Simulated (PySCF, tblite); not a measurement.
# C₈H₁₂OSi: geometry, infrared bands and NMR shifts

Aim: predict the infrared bands and NMR shifts of C₈H₁₂OSi (`CO[SiH2]c1ccc(C)cc1`).

Programs: tblite 0.8.0 and PySCF 2.14.0, with density-fitted response routines of our own. Each step states its level of theory. These are calculated values for one molecule in the gas phase, unless marked as measured. Atoms count from 0, in the outputs and in this text.

### 1 The starting structure

22 atoms, charge 0, multiplicity 1; geometry from: force field or distance geometry start.

Bonds of the start (Å): C0–O1 1.41, O1–Si2 1.69, Si2–C3 1.87, C3–C4 1.41, C4–C5 1.39, C5–C6 1.39, C6–C7 1.50, C6–C8 1.39, C8–C9 1.37, C9–C3 1.36, C0–H10 1.10, C0–H11 1.12, C0–H12 1.10, Si2–H13 1.47, Si2–H14 1.49, C4–H15 1.08, C5–H16 1.08, C7–H17 1.11, C7–H18 1.12, C7–H19 1.11, C8–H20 1.10, C9–H21 1.08.

### 2 Geometry optimisation with GFN2-xTB

The job: settings as JSON, then the geometry in Å.

```
{"job": {"kind": "relax", "xc": "GFN2-xTB", "basis": "xTB"}, "charge": 0, "multiplicity": 1}
C      4.247700     0.546200     0.824400
O      2.928900     0.851300     0.429900
Si     2.104600    -0.496400    -0.175000
C      0.259500    -0.204800    -0.232400
C     -0.532200    -1.276200     0.228200
C     -1.912400    -1.121100     0.206100
C     -2.491700     0.057700    -0.235500
C     -3.983000     0.215800    -0.236200
C     -1.658100     1.089300    -0.667100
C     -0.295600     0.962400    -0.661500
H      4.514100    -0.503400     0.614200
H      4.413300     0.726500     1.915900
H      4.936400     1.210200     0.287400
H      2.369600    -1.747400     0.544000
H      2.557100    -0.742800    -1.569300
H     -0.104000    -2.201800     0.582300
H     -2.569500    -1.905100     0.544600
H     -4.241100     1.281500    -0.402000
H     -4.398900    -0.366200    -1.095500
H     -4.372400    -0.190000     0.724400
H     -2.090800     2.040300    -1.018300
H      0.307900     1.793400    -1.010300
```

Launch:

```sh
$ OMP_NUM_THREADS=1 python probes_run.py task.json out
```

One launch serves the whole session: the jobs run in the order shown.

**Question.** This job is followed by: GFN2-xTB harmonic vibrations, gas phase; GIAO PBE0/pcSseg-1 NMR shielding, non-relativistic, gas phase. What will the session give for the following? strongest single infrared mode (GFN2-xTB); zero-point energy (GFN2-xTB); ¹³C shifts against TMS (PBE0/pcSseg-1, means over atoms taken as alike); ¹H shifts against TMS (PBE0/pcSseg-1, means over atoms taken as alike); ¹⁷O shifts against H2O (PBE0/pcSseg-1); ²⁹Si shifts against TMS (PBE0/pcSseg-1); surface potential, 1st and 99th percentile.

As calculated:

| quantity | value |
| --- | --- |
| strongest single infrared mode (GFN2-xTB) | 2168 cm⁻¹, 452 km/mol |
| zero-point energy (GFN2-xTB) | 108.3 kcal/mol |
| ¹³C shifts against TMS (PBE0/pcSseg-1, means over atoms taken as alike) | 145.2, 139.5, 133.4, 133.0, 54.2, 24.3 ppm |
| ¹H shifts against TMS (PBE0/pcSseg-1, means over atoms taken as alike) | 7.73, 7.50, 5.37, 4.00, 2.49 ppm |
| ¹⁷O shifts against H2O (PBE0/pcSseg-1) | -10.5 ppm |
| ²⁹Si shifts against TMS (PBE0/pcSseg-1) | -29.5 ppm |
| surface potential, 1st and 99th percentile | -0.96 V and 0.97 V |

In words: Relaxing lowered the energy by 0.472 eV in 179 steps; the close pair that moved most is O1–Si2, from 1.692 to 1.623 Å. The lowest mode is imaginary (20i cm⁻¹), so the xTB geometry is not a minimum. The strongest single mode, at 2168 cm⁻¹, moves mainly H13 and H14. GFN2-xTB is a fitted tight-binding method: band positions and strengths are rough. Its intensities can rank the bands wrongly. NICS(1)zz of -28 ppm above the planar ring from C3 marks a diatropic (aromatic) ring current. At PBE0/pcSseg-1, counted by nearest atom on the grid, the HOMO lies on C3, C6 about 26 % each; C5 10 %, the LUMO on C3, C6 about 24 % each; C9 10 %.
